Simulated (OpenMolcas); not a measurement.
# Cu²⁺ among point charges: CASSCF and CASPT2 levels and susceptibility

Aim: the splitting of the states of Cu²⁺ in the field of 6 point charges, its lowest levels with spin-orbit coupling and its magnetic susceptibility.

The numbers are computed with OpenMolcas 26.06 (state-averaged CASSCF and CASPT2, spin-orbit coupling by RASSI with atomic mean-field integrals), except any that are marked as measured or tabulated.

**1. What is computed**

* Species: Cu²⁺ (copper, Z = 29, 27 electrons)
* Basis: ANO-RCC-VTZP [6s5p3d2f1g], 59 functions
* Scalar Hamiltonian: DKH2, point nucleus
* Inactive shells: 1s 2s 2p 3s 3p
* Active space: 9 electrons in 5 orbitals (3d)
* Some configurations of this space: 3d9
* Orbitals: optimised for each spin and parity, averaged over all roots

The outer shells:

3d9
```
3d [↑↓][↑↓][↑↓][↑↓][↑ ]
```

The ion sits among 6 point charges of -1.5 e arranged as an octahedron (Oh), 1.88 Å from the ion.

The work runs as a chain of OpenMolcas steps in one folder; each step below is one input file. Labels, J, g values, rates, χT and fits are worked out afterwards by a script from the matrices that RASSI stores. The input lists half of the charges; inversion (Group=XYZ) makes the rest.

**2. Basis and integrals**

a.inp reads:

```
&GATEWAY
Coord
1

Cu 0.0 0.0 0.0
Basis=ANO-RCC-VTZP
Group=XYZ
NoMove
AngMom=0.0 0.0 0.0
AMFI
XField
3 Angstrom 0
1.880000 0.000000 0.000000 -1.500000
0.000000 1.880000 0.000000 -1.500000
0.000000 0.000000 1.880000 -1.500000
&SEWARD
```

Run with:

```sh
$ OMP_NUM_THREADS=1 MOLCAS_MEM=1689 MOLCAS_PROJECT=a pymolcas a.inp > a.log
```

Log:

```text
Basis set label: CU.ANO-RCC...6S5P3D2F1G.

      Electronic valence basis set:
      ------------------
      Associated Effective Charge  29.000000 au
      Associated Actual Charge     29.000000 au
      Nuclear Model: Point charge

      Shell  nPrim  nBasis  Cartesian Spherical Contaminant
         s      21       6        X
         p      15       5        X
         d      10       3                 X
         f       6       2                 X
         g       4       1                 X
                  Relativistic Douglas-Kroll-Hess integrals:
                    - DKH order of Hamiltonian: 2
                    - DKH order of Properties : 0
                  Atomic mean-field integrals
```

**3. Reference wave functions, doublets of even parity, 5 roots**

a.inp reads:

```
&RASSCF
FileOrb=start.orb
Symmetry=1
Spin=2
nActEl=9 0 0
Inactive=3 6
Ras2=5 0
CIRoot=5 5 1
SDav=5
CIMx=300
Iter=120 100
PrWF=0.3
OrbListing=Nothing
MaxOrb=0
>>> COPY $Project.JobIph JOB001
```

Run with:

```sh
$ OMP_NUM_THREADS=1 MOLCAS_MEM=1689 MOLCAS_PROJECT=a pymolcas a.inp > a.log
```

start.orb holds the contracted functions of the basis, ordered by shell, or the orbitals of the step before.

Log, shortened:

```text
[...]
      Number of active orbitals                  5
[...]
      Spin quantum number                      0.5
[...]
      Active orbitals                            5   0
[...]
      Number of CSFs                             5
      Number of root(s) required                 5
[...]
      Convergence after 10 iterations
[...]
      Natural orbitals and occupation numbers for root  1
      sym 1:   2.000000   2.000000   2.000000   2.000000   1.000000
      Natural orbitals and occupation numbers for root  2
      sym 1:   2.000000   2.000000   1.000000   2.000000   2.000000
      Natural orbitals and occupation numbers for root  3
      sym 1:   2.000000   1.000000   2.000000   2.000000   2.000000
::    RASSCF root number  1 Total energy:  -1657.31922156
::    RASSCF root number  2 Total energy:  -1657.31922156
::    RASSCF root number  3 Total energy:  -1657.30600086
::    RASSCF root number  4 Total energy:  -1657.30600086
::    RASSCF root number  5 Total energy:  -1657.30600086
```

**4. State interaction with spin-orbit coupling**

a.inp reads:

```
&RASSI
NrOfJobIphs=1 5
1 2 3 4 5
IphNames
JOB001
EJob
SpinOrbit
DIPRint=1.0
SOCoupling=1000.0
Subsets=2
Property=9
'ANGMOM' 1 'ANGMOM' 2 'ANGMOM' 3 'MLTPL  1' 1 'MLTPL  1' 2 'MLTPL  1' 3
'AMFI' 1 'AMFI' 2 'AMFI' 3
SOProperty=3
'ANGMOM' 1 'ANGMOM' 2 'ANGMOM' 3
```

Run with:

```sh
$ OMP_NUM_THREADS=1 MOLCAS_MEM=1689 MOLCAS_PROJECT=a pymolcas a.inp > a.log
```

Log, shortened:

```text
SPIN-FREE ENERGIES:
  (Shifted by EMIN (a.u.) =      -1657.3192215631)
 SF State       Relative EMIN(au)   Rel lowest level(eV)    D:o, cm**(-1)      L_eff
     1             0.0000000000        0.0000000000              0.0000         2.0
     2             0.0000000000        0.0000000000              0.0000         2.0
     3             0.0132207059        0.3597537341           2901.6095         2.0
     4             0.0132207059        0.3597537341           2901.6095         2.0
     5             0.0132207059        0.3597537341           2901.6095         2.0
     Dipole printing threshold changed to   1.00000000E+00
Eigenvalues of complex Hamiltonian:
   -----------------------------------
  (Shifted by EMIN (a.u.) =      -1657.3192215631)
 SO State       Relative EMIN(au)   Rel lowest level(eV)    D:o, cm**(-1)     J-value
     1            -0.0012814607        0.0000000000              0.0000         1.9
     2            -0.0012814607        0.0000000000              0.0000         1.7
     3            -0.0012814607        0.0000000000              0.0000         1.8
     4            -0.0012814607        0.0000000000              0.0000         1.9
     5             0.0095284139        0.2941516737           2372.4932         2.0
     6             0.0095284139        0.2941516737           2372.4932         2.0
     7             0.0163483126        0.4797305704           3869.2880         1.4
     8             0.0163483126        0.4797305704           3869.2880         1.4
     9             0.0163483126        0.4797305704           3869.2880         1.2
    10             0.0163483126        0.4797305704           3869.2880         1.2
Weights of the five most important spin-orbit-free states for each spin-orbit state.
[...]
```

Time for these steps: 1.6 s (1 thread of Arm Neoverse V2, shared host).

Spin-free states, with their symmetry labels:

| state | degeneracy | E (cm-1) | free-ion L (%) |
| --- | --- | --- | --- |
| 2E | 2 | 0 | D (100) |
| 2T2 | 3 | 2902 | D (100) |

With spin-orbit coupling:

| E (cm-1) | Degeneracy | Label | 2S+1 | g |
| --- | --- | --- | --- | --- |
| 0.0 | 4 | Γ8 | 2 |  |
| 2372 | 2 | Γ7 | 2 | 2.00 2.00 2.00 |
| 3869 | 4 | Γ8 | 2 |  |

Principal g values are given for doublets only; a zero marks a field direction without first-order Zeeman splitting.

Powder χT (cm³ K/mol): 0.75 at 2 K, 0.75 at 5 K, 0.76 at 10 K, 0.76 at 20 K, 0.77 at 50 K, 0.79 at 100 K, 0.80 at 150 K, 0.82 at 200 K, 0.84 at 250 K, 0.85 at 300 K.

A ligand-field fit to the states below 45000 cm-1 gives 10Dq = 2902 cm-1, the gap between the two states.

Orbitals of the lowest block (energies include the constant potential of the surroundings):

| shell | space | energy (hartree) | mean occupation | ⟨r²⟩ (bohr²) |
| --- | --- | --- | --- | --- |
| 1s | inactive | -330.9228 | 2.000 | 0.00362 |
| 2s | inactive | -40.1250 | 2.000 | 0.0646 |
| 2p | inactive | -34.2715 | 6.000 | 0.0521 |
| 3s | inactive | -3.6038 | 2.000 | 0.582 |
| 3p | inactive | -1.8029 | 6.000 | 0.656 |
| 3d | RAS2 |  | 9.000 | 1.08 |

**5. CASPT2: IPEA 0.25, imaginary shift 0.1 (closed shells correlated: 3s 3p)**

a.inp reads:

```
>>> COPY JOB001 $Project.JobIph
&CASPT2
Multistate=5 1 2 3 4 5
NoMult
Frozen=2 3
IPEA=0.25
Imaginary=0.1
MaxIter=60
WThr=0.0 0.3 0.05
PrWF=0.5
NoMix
```

Log:

```text
Orbital specifications:
      -----------------------

      Symmetry species                           1   2
                                                ag  au
      Frozen orbitals                            2   3
      Inactive orbitals                          1   3
      Active orbitals                            5   0
      Secondary orbitals                        22  23
      Deleted orbitals                           0   0
      Number of basis functions                 30  29
Type of calculation                        SS-CASPT2
      Fock operator                              state-specific
      IPEA shift                                 0.25
      Real shift                                 0.00
      Imaginary shift                            0.10
      The input orbitals will be transformed to quasi-canonical
Reference energy:       -1657.3192215631
      E2 (Non-variational):      -0.7232199751
      Shift correction:          -0.0001169286
      E2 (Variational):          -0.7233369037
      Total energy:           -1658.0425584669
      Residual norm:              0.0000000507
      Reference weight:           0.93093
      Contributions to the CASPT2 correlation energy
      Active & Virtual Only:         -0.3543891057
      One Inactive Excited:          -0.2837004310
      Two Inactive Excited:          -0.0851304384
Reference energy:       -1657.3192215631
      E2 (Non-variational):      -0.7232227338
      Shift correction:          -0.0001168969
      E2 (Variational):          -0.7233396307
      Total energy:           -1658.0425611938
      Residual norm:              0.0000007901
      Reference weight:           0.93093
      Contributions to the CASPT2 correlation energy
      Active & Virtual Only:         -0.3543920728
      One Inactive Excited:          -0.2837000664
      Two Inactive Excited:          -0.0851305946
::    CASPT2 Root  1     Total energy:  -1658.04255847
::    CASPT2 Root  2     Total energy:  -1658.04256119
::    CASPT2 Root  3     Total energy:  -1658.02658198
::    CASPT2 Root  4     Total energy:  -1658.02685995
::    CASPT2 Root  5     Total energy:  -1658.02684724
```

This run took 0.67 s in all on 1 thread of Arm Neoverse V2, shared host.

SS-CASPT2: lowest energy less the reference's lowest, -0.7233 hartree; reference weights 0.931 to 0.932.

Spin-free states, with their symmetry labels:

| state | degeneracy | E (cm-1) | free-ion L (%) |
| --- | --- | --- | --- |
| 2E | 2 | 0 | D (100) |
| 2T2 | 3 | 3467 | D (100) |

With spin-orbit coupling:

```tsv
E (cm-1)	Degeneracy	Label	2S+1	g
0	4	Γ8	2	
2900	2	Γ7	2	2.00 2.00 2.00
4360	4	Γ8	2
```

Powder χT (cm³ K/mol): 0.71 at 2 K, 0.71 at 5 K, 0.71 at 10 K, 0.71 at 20 K, 0.72 at 50 K, 0.74 at 100 K, 0.75 at 150 K, 0.76 at 200 K, 0.78 at 250 K, 0.79 at 300 K.

A ligand-field fit to the states below 45000 cm-1 gives 10Dq = 3467 cm-1, the gap between the two states.

**6. The methods side by side**

A. CASSCF
B. SS-CASPT2, IPEA 0.25, imaginary shift 0.1 (closed shells correlated: 3s 3p)

| method | ground state | first state of that spin (cm-1) | first gap with spin-orbit (cm-1) | χT at 300 K |
| --- | --- | --- | --- | --- |
| A | 2E | 2T2 2902 | 2372.5 | 0.85 |
| B | 2E | 2T2 3467 | 2901.7 | 0.79 |

**7. Outcome**

```
                                            quantity                                                                        value
                                              method  SS-CASPT2, IPEA 0.25, imaginary shift 0.1 (closed shells correlated: 3s 3p)
                              spin-free ground state                                               2E, 2-fold in its orbital part
first state of the same spin within the active space                                                             2T2 at 3470 cm⁻¹
                                        lowest level                                                                    4-fold Γ8
                                          next level                                                                  2901.7 cm⁻¹
                                         χT at 300 K                                                               0.79 cm³ K/mol
                           effective moment at 300 K                                                                      2.52 μB
```

Cost by method:

| method | time of its own steps | time with the reference |
| --- | --- | --- |
| A. CASSCF | 1.6 s | 1.6 s |
| B. SS-CASPT2, IPEA 0.25, imaginary shift 0.1, +3s 3p | 0.67 s | 2.2 s |

Times are of one thread on a shared host.

The spin-free ground state (2E) comes to 100 % from free-ion D terms and keeps the highest spin of the shell. χT at 300 K is 0.79, against 0.38 cm³ K/mol for the spin alone, so orbital moment adds to it. A ligand-field fit to the states below 45000 cm-1 gives 10Dq = 3467 cm-1, the gap between the two states. CASPT2 does not keep the components of a term degenerate, and the means are used. An orbital doublet at a regular site is open to a Jahn-Teller distortion, which this geometry leaves out. The field of point charges can differ much from that of real complexes. Point charges carry no covalency, so the field is a model and not that of real ligands.
